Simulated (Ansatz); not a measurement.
# C₃H₈MgO₂: one species, many methods

How much do the methods differ for C₃H₈MgO₂? The plan is to run it at one geometry with functionals of several rungs and with coupled cluster. The yardstick is the atomisation energy at the CCSD(T) limit.

The runs use Ansatz 0.2.0, Gaussian basis; functionals in def2-TZVPP, the program's frozen cores in correlated methods.

The runs, in order: LDA (SPW92), PBE-D4, revPBE-D4, BLYP-D4, r2SCAN-D4, B97M-V, PBE0-D4, B3LYP-D4, r2SCANh-D4, r2SCAN0-D4, HSE06-D4, BHLYP-D4, CAM-B3LYP-D4, LC-ωPBE, ωB97X-V, ωB97M-V, B2PLYP, PBE-QIDH; CCSD(T)/def2-SVP; CCSD(T)/def2-TZVPP; MP2/def2-QZVPP; extrapolation to the limit; RPA on PBE.

### Step 1. The relaxed structure

The geometry comes from an earlier relaxation with PBE0-D4 in a triple-zeta def2 set; it is a stationary point, not always the lowest conformer.

SMILES `CC(C)[O][Mg][OH]`, 14 atoms, charge 0, spin multiplicity 1.

Atoms are counted from 1 here; the program's logs count them from 0.

Bond lengths: C1–C2 1.521 Å, C1–H7 1.095 Å, C1–H8 1.092 Å, C1–H9 1.093 Å, C2–C3 1.521 Å, C2–O4 1.382 Å, C2–H10 1.103 Å, C3–H11 1.095 Å, C3–H12 1.093 Å, C3–H13 1.092 Å, O4–Mg5 1.761 Å, Mg5–O6 1.765 Å, O6–H14 0.948 Å. Angles: C2–C1–H7 110.0°, C2–C1–H8 110.3°, C2–C1–H9 111.5°, H7–C1–H8 108.3°, H7–C1–H9 108.3°, H8–C1–H9 108.3°, C1–C2–C3 111.2°, C1–C2–O4 110.7°, C1–C2–H10 107.6°, C3–C2–O4 110.7°, C3–C2–H10 107.6°, O4–C2–H10 108.9°, C2–C3–H11 110.0°, C2–C3–H12 111.5°, C2–C3–H13 110.3°, H11–C3–H12 108.3°, H11–C3–H13 108.3°, H12–C3–H13 108.3° and more.

### Step 2. LDA

This LDA is Slater exchange with PW92 correlation.

in.yaml

```yaml
crystal:
  periodic: [false, false, false]
  atoms:
    - {symbol: C, position_ang: [-0.397417, -0.036553, 1.725226]}
    - {symbol: C, position_ang: [0.085109, -0.703275, 0.446359]}
    - {symbol: C, position_ang: [1.602444, -0.672450, 0.348738]}
    - {symbol: O, position_ang: [-0.487675, -0.106324, -0.661108]}
    - {symbol: Mg, position_ang: [-1.090166, 0.852962, -2.009364]}
    - {symbol: O, position_ang: [-1.638076, 1.820339, -3.380231]}
    - {symbol: H, position_ang: [-0.084560, 1.012224, 1.742176]}
    - {symbol: H, position_ang: [-1.487780, -0.070366, 1.782622]}
    - {symbol: H, position_ang: [0.009225, -0.530239, 2.612121]}
    - {symbol: H, position_ang: [-0.226214, -1.761209, 0.482797]}
    - {symbol: H, position_ang: [1.956344, 0.363285, 0.337291]}
    - {symbol: H, position_ang: [2.068614, -1.184861, 1.194780]}
    - {symbol: H, position_ang: [1.933384, -1.158361, -0.571966]}
    - {symbol: H, position_ang: [-2.256131, 2.145629, -4.020543]}
basis:
  gaussian: {orbitals: def2-TZVPP}
hamiltonian: {xc: lda}
output: {orbitals: {seedname: orbitals}}
```

On the command line:

```bash
$ ansatz run in.yaml --threads 4 --pin off --events-out ev --progress --plain --max-ram 11315MiB
```

After this run come: PBE-D4 (GGA); revPBE-D4 (GGA); BLYP-D4 (GGA); r2SCAN-D4 (meta-GGA); B97M-V (meta-GGA); PBE0-D4 (hybrid); B3LYP-D4 (hybrid); r2SCANh-D4 (hybrid); r2SCAN0-D4 (hybrid); HSE06-D4 (hybrid); BHLYP-D4 (hybrid); CAM-B3LYP-D4 (range-separated); LC-ωPBE (range-separated); ωB97X-V (range-separated); ωB97M-V (range-separated); B2PLYP (double hybrid); PBE-QIDH (double hybrid); CCSD(T) in def2-SVP; CCSD(T) in def2-TZVPP; MP2 in def2-QZVPP; RPA on PBE orbitals.

**Question.** What will the summary of the whole plan be? Wanted: atomisation energy, CCSD(T)/CBS; farthest beyond LDA; mean size of error, GGA; mean size of error, meta-GGA; mean size of error, hybrid; mean size of error, range-separated; mean size of error, double hybrid; gap, smallest and largest; T1 diagnostic.

The runs gave:

| quantity | value |
| --- | --- |
| atomisation energy, CCSD(T)/CBS | 5358.4 kJ/mol |
| functionals within 26.8 kJ/mol (0.5 %) | r2SCAN-D4, CAM-B3LYP-D4, LC-ωPBE, ωB97X-V |
| farthest beyond LDA | BHLYP-D4 (-204.4 kJ/mol) |
| mean size of error, GGA | 60.2 kJ/mol |
| mean size of error, meta-GGA | 24.9 kJ/mol |
| mean size of error, hybrid | 75.9 kJ/mol |
| mean size of error, range-separated | 21.8 kJ/mol |
| mean size of error, double hybrid | 74.6 kJ/mol |
| gap, smallest and largest | 3.80 eV (BLYP-D4), 10.72 eV (LC-ωPBE) |
| T1 diagnostic | 0.0110 |
| triples share of the correlation energy | 3.2 % |

The LDA atomisation energy is off by 724.6 kJ/mol (14 %): it overbinds. PBE-D4 misses by +60.1 kJ/mol. Double hybrids carry the basis error of their MP2 part in triple zeta, and no dispersion term here, so their miss is partly the set-up's. The rungs range-separated, meta-GGA miss on average by less than the doubt on the reference (26.8 kJ/mol), so they tie. The reference freezes the cores and leaves out relativity and excitations past (T), so misses under about 26.8 kJ/mol can't be ranked. Hartree-Fock recovers 72 % of the binding; the rest is correlation. CCSD(T) in def2-SVP is off by -272.3 kJ/mol, more than most functionals: a good method in a small basis is no reference. The gap grows from 3.8 to 10.7 eV across the functionals, mostly with the share of exact exchange. Correlated methods include outer-core shells of Mg, which these sets cover unevenly.
